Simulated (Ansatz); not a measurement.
# SiO2 (Stishovite): further runs on the relaxed cell

An exercise on one series of results from a longer session: the logs are not shown, and one member is left open.

Computed with Ansatz 0.2.0 (DFT PBE, scalar-relativistic, plane waves, PAW, unless a step's input says otherwise).

2 further runs of the same task are left out: 2 set aside as unsound or not needed.

**The structure to begin with**

Symmetry: P4_2/mnm, No. 136, tetragonal system. Conventional cell: a = 4.236 Å, b = 4.236 Å, c = 2.691 Å, α = 90.00°, β = 90.00°, γ = 90.00°. Si (site symmetry mmm) is surrounded by 6 O at 1.77 to 1.84 Å. O (site symmetry m2m) is surrounded by 3 Si at 1.77 to 1.84 Å.

As a file:

```cif
data_structure
_symmetry_space_group_name_H-M 'P4_2/mnm'
_symmetry_Int_Tables_number 136
_cell_length_a 4.2360
_cell_length_b 4.2360
_cell_length_c 2.6906
_cell_angle_alpha 90.000
_cell_angle_beta 90.000
_cell_angle_gamma 90.000
_cell_volume 48.28
loop_
_atom_site_label
_atom_site_type_symbol
_atom_site_symmetry_multiplicity
_atom_site_Wyckoff_symbol
_atom_site_fract_x
_atom_site_fract_y
_atom_site_fract_z
_atom_site_occupancy
Si1 Si 2 a 0.00000 0.00000 0.00000 1
O1 O 4 f 0.30697 0.30697 0.00000 1
```

This cell was relaxed beforehand with the same method: volume 8.05 Å³/atom, gap on the mesh 5.04 eV.

Set-up of the first run:

input.yaml reads:

```yaml
crystal:
  lattice:
    - [4.1931801497, 0.0, 0.0]
    - [0.0, 4.1931801497, 0.0]
    - [0.0, 0.0, 2.6633822987]
  atoms:
    - { symbol: Si, position: [0.0, 0.0, 0.0] }
    - { symbol: Si, position: [0.5, 0.5, 0.5] }
    - { symbol: O, position: [0.3069734713, 0.3069734713, 0.0] }
    - { symbol: O, position: [0.1930265287, 0.8069734713, 0.5] }
    - { symbol: O, position: [0.6930265287, 0.6930265287, 0.0] }
    - { symbol: O, position: [0.8069734713, 0.1930265287, 0.5] }
basis:
  ecutwfc: 420
kpoints:
  mp_grid: { grid: [6, 6, 8] }
hamiltonian:
  xc: pbe
scf:
  occupations: { method: gaussian, width: 0.02 }
output:
  forces: true
  stress: true
  eigenvalues: true
relax:
  adjacent_minimum: "off"
  f_tol: 0.01
  max_steps: 30
  cell: { stress_tol: 0.1, fix: [volume] }
```

Started as:

```
$ ansatz run input.yaml --threads 1 --pin off --max-ram 2560MiB --backend cpu --events-out ev --progress --plain --runs-dir out
```

Steps of the session up to this table: The cell scaled to 0.97 of its volume; Point at V/V0 = 1.03; Volume × 0.94; Volume × 1.06; Point at V/V0 = 0.91; The cell scaled to 1.10 of its volume; Point at V/V0 = 0.88.

One table of the session follows, with a row left open; its other results are not shown here.

It belongs to the step «Energy against volume». 

```
volume (Å³/atom)  energy above the lowest point (meV/atom)  pressure (GPa)  gap on the mesh (eV)
           7.081                                     122.6           46.10                  6.87
           7.322                                      64.6           31.39                  6.56
           7.564                                      26.8           19.00                  6.00
           7.805                                         ?               ?                     ?
           8.046                                       0.0            0.00                  5.04
           8.288                                       5.5           -6.96                  4.64
           8.529                                      20.2          -12.40                  4.30
           8.851                                      50.6          -17.44                  3.96
```

Q: Estimate the row for volume (Å³/atom) = 7.805 from the others.

Worked estimate for «energy above the lowest point (meV/atom)». A straight line through the neighbours (7.564, 26.8) and (8.046, 0.0) gives 26.8 + (0.0 − 26.8) × (7.805 − 7.564) / (8.046 − 7.564) = 13.4; a parabola fitted to 4 rows on both sides gives 6.2.

**Answer.** energy above the lowest point (meV/atom): 6.3; pressure (GPa): 8.61; gap on the mesh (eV): 5.49. In «energy above the lowest point (meV/atom)» the line misses by +7.1 and the parabola by -0.1.
